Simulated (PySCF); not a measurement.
**C3H9NSi (SMILES [H]/N=C(/[SiH3])CC): levels of theory compared**

Aim: a comparison of 4 runs (B3LYP/6-31G*, PBE0/6-31+G*, PBE0/def2-SVP) of C3H9NSi. 

Program for the calculation: PySCF 2.14.0.

### 1 The system as given

The species is C3H9NSi (14 atoms), meant as a singlet with charge 0. As SMILES, `[H]/N=C(/[SiH3])CC`. Geometry: relaxed at PBE0-D4/def2-TZVP. This is one conformer, not always the lowest.

Bond lengths: C1–C2 1.524 Å, C2–C3 1.504 Å, C3–N4 1.271 Å, C3–Si5 1.902 Å, C1–H6 1.093 Å, C1–H7 1.092 Å, C1–H8 1.091 Å, C2–H9 1.096 Å, C2–H10 1.097 Å, N4–H11 1.026 Å, Si5–H12 1.490 Å, Si5–H13 1.488 Å, Si5–H14 1.480 Å. Some angles: C1–C2–C3 112.8°, C2–C3–N4 125.2°, C2–C3–Si5 119.8°, N4–C3–Si5 115.0°, C1–C2–H9 110.6°, C1–C2–H10 109.1°, C3–C2–H9 108.9°, C3–C2–H10 108.2°, C2–C1–H6 111.5°, C2–C1–H7 111.1°.

### 2 Energy and gradient at B3LYP/6-31G(d) (spherical functions) (run 1)

File job.py:

```python
from pyscf import gto, dft

system = gto.M(
    atom='''
C     -1.491183     0.658192     2.777330
C      0.708080    -0.902911     1.767461
C      0.632113    -1.215661    -1.056735
N      0.627011    -3.319304    -2.216460
Si     0.481880     1.686203    -3.172094
H     -1.497797     2.562658     1.976087
H     -3.300407    -0.222610     2.318694
H     -1.371941     0.850377     4.827494
H      0.737749    -2.776575     2.651097
H      2.489147     0.032125     2.267293
H      0.670664    -4.800849    -0.965461
H      1.992905     3.772271    -2.034668
H     -2.176776     2.575697    -3.377696
H      1.473797     1.045019    -5.707729
''',
    unit='bohr',
    basis='6-31g*',
    max_memory=1860,
    spin=0,
    verbose=3,
)

mf = dft.RKS(system, xc='b3lyp')
mf.conv_tol = 1e-10
mf.grids.level = 5
mf.kernel()
if not mf.converged:
    mf = mf.newton().run(mf.mo_coeff, mf.mo_occ)

energy = mf.e_tot
print('Final energy', energy)
grad = mf.nuc_grad_method().kernel()
mf.analyze()
```

Started as:

```console
OMP_NUM_THREADS=1 python job.py
```

Log:

```text
converged SCF energy = -463.949217070856
[... 21 lines left out ...]
MO #12  energy= -0.650986013780367 occ= 2
[... 15 lines left out ...]
MO #28  energy= 0.0856127815011636 occ= 0
[... 15 lines left out ...]
MO #44  energy= 0.525614670392852  occ= 0
[... 15 lines left out ...]
MO #60  energy= 0.896080505987801  occ= 0
[... 15 lines left out ...]
MO #76  energy= 1.71155237277153   occ= 0
[... 15 lines left out ...]
MO #92  energy= 2.84860018430498   occ= 0
[... 15 lines left out ...]
Dipole moment(X, Y, Z, Debye): -0.01691,  0.38330,  2.38501
```

Run time: 90 s. Hardware: 1 thread of Intel Xeon at 2.70GHz, shared host; peak memory 0.95 GiB.

### 3 Energy and gradient at B3LYP/6-31G(d) (Cartesian functions) (run 2)

File mol.xyz:

```xyz
14
C3H9NSi
C     -0.789100     0.348300     1.469700
C      0.374700    -0.477800     0.935300
C      0.334500    -0.643300    -0.559200
N      0.331800    -1.756500    -1.172900
Si     0.255000     0.892300    -1.678600
H     -0.792600     1.356100     1.045700
H     -1.746500    -0.117800     1.227000
H     -0.726000     0.450000     2.554600
H      0.390400    -1.469300     1.402900
H      1.317200     0.017000     1.199800
H      0.354900    -2.540500    -0.510900
H      1.054600     1.996200    -1.076700
H     -1.151900     1.363000    -1.787400
H      0.779900     0.553000    -3.020400
```

File input.py:

```python
import pyscf.grad
from pyscf import gto, dft

mol = gto.M(
    atom='mol.xyz',
    cart=True,
    basis='6-31g*',
    max_memory=1860,
    verbose=4,
)

calc0 = dft.RKS(mol)
calc0.xc = 'b3lyp'
calc0.conv_tol = 1e-10
calc0.grids.level = 5
calc0.kernel()
if not calc0.converged:
    calc0 = calc0.newton().run(calc0.mo_coeff, calc0.mo_occ)

energy = calc0.e_tot
print('E(%s) = %.9f' % ('B3LYP', energy))
grad = calc0.Gradients().kernel()
calc0.analyze()
```

Started as:

```console
OMP_NUM_THREADS=1 python input.py
```

Log:

```text
PySCF version 2.14.0

[... 112 lines left out ...]
MO #7   energy= -3.6348836128505   occ= 2
[... 17 lines left out ...]
MO #25  energy= -0.0159304187618661 occ= 0
[... 17 lines left out ...]
MO #43  energy= 0.510461823471196  occ= 0
[... 17 lines left out ...]
MO #61  energy= 0.92533848550958   occ= 0
[... 17 lines left out ...]
MO #79  energy= 1.92863910720546   occ= 0
[... 17 lines left out ...]
MO #97  energy= 4.46329055895796   occ= 0
[... 114 lines left out ...]
Dipole moment(X, Y, Z, Debye): -0.01783,  0.39429,  2.39215
```

Wall time 64 s (1 thread of Intel Xeon at 2.70GHz, shared host); peak memory 1 GiB.

Run 3 isn't shown in full; the table further down has it.

### 4 Energy and gradient at PBE0/def2-SVP (run 4)

File run.py:

```python
# CCC(=N)[SiH3]
import pyscf.grad
from pyscf import gto, dft

mol = gto.M(
    atom='''
C     -0.789100     0.348300     1.469700
C      0.374700    -0.477800     0.935300
C      0.334500    -0.643300    -0.559200
N      0.331800    -1.756500    -1.172900
Si     0.255000     0.892300    -1.678600
H     -0.792600     1.356100     1.045700
H     -1.746500    -0.117800     1.227000
H     -0.726000     0.450000     2.554600
H      0.390400    -1.469300     1.402900
H      1.317200     0.017000     1.199800
H      0.354900    -2.540500    -0.510900
H      1.054600     1.996200    -1.076700
H     -1.151900     1.363000    -1.787400
H      0.779900     0.553000    -3.020400
''',
    verbose=4,
    spin=0,
    max_memory=1860,
    basis='def2-svp',
)

myscf = dft.RKS(mol)
myscf.xc = 'pbe0'
myscf.conv_tol = 1e-10
myscf.grids.level = 5
myscf.kernel()
if not myscf.converged:
    myscf = myscf.newton().run(myscf.mo_coeff, myscf.mo_occ)

energy = myscf.e_tot
print(f'total energy: {energy:.8f} hartree')
grad = myscf.Gradients().kernel()
myscf.analyze()
```

Started as:

```console
OMP_NUM_THREADS=1 python run.py
```

Log:

```text
PySCF version 2.14.0

[... 112 lines left out ...]
MO #9   energy= -3.66387365359766  occ= 2
[... 21 lines left out ...]
MO #31  energy= 0.118940173038665  occ= 0
[... 21 lines left out ...]
MO #53  energy= 0.633708467260422  occ= 0
[... 21 lines left out ...]
MO #75  energy= 1.37434731212381   occ= 0
[... 21 lines left out ...]
MO #97  energy= 1.99961107578792   occ= 0
[... 21 lines left out ...]
MO #119 energy= 3.38308288824094   occ= 0
[... 136 lines left out ...]
Dipole moment(X, Y, Z, Debye): -0.04481,  0.31412,  2.34131
```

Wall time 73 s (1 thread of Intel Xeon at 2.70GHz, shared host); peak memory 1.3 GiB.

### 5 Overview of the runs

```
run                               level  Cartesian functions  energy (Eh)  dipole moment (D)  HOMO energy (eV)  LUMO energy (eV)  wall time
  1  B3LYP/6-31G* (spherical functions)                   no  -463.949217               2.42             -6.72             -0.43       90 s
  2  B3LYP/6-31G* (Cartesian functions)                  yes  -463.954572               2.42             -6.73             -0.43       64 s
  3  PBE0/6-31+G* (spherical functions)                   no  -463.597684               2.62             -7.25             -0.64       90 s
  4                       PBE0/def2-SVP                   no  -463.396537               2.36             -7.05             -0.42       73 s
```

### 6 Outcome

```
                       quantity          value
            run 4: total energy  -463.39654 Eh
           run 4: dipole moment         2.36 D
             run 4: HOMO energy       -7.05 eV
             run 4: LUMO energy       -0.42 eV
           run 4: HOMO–LUMO gap        6.64 eV
run 4: largest force on an atom     0.375 eV/Å
```

The dipole moment (its size) runs from 2.36 D (PBE0/def2-SVP) to 2.62 D (PBE0/6-31+G*). The HOMO–LUMO gap runs from 6.29 eV (B3LYP/6-31G*) to 6.64 eV (PBE0/def2-SVP). The two ends differ in method and basis. Totals of different functionals can't be ranked against each other. All runs together took 5.3 min, the longest 90 s.
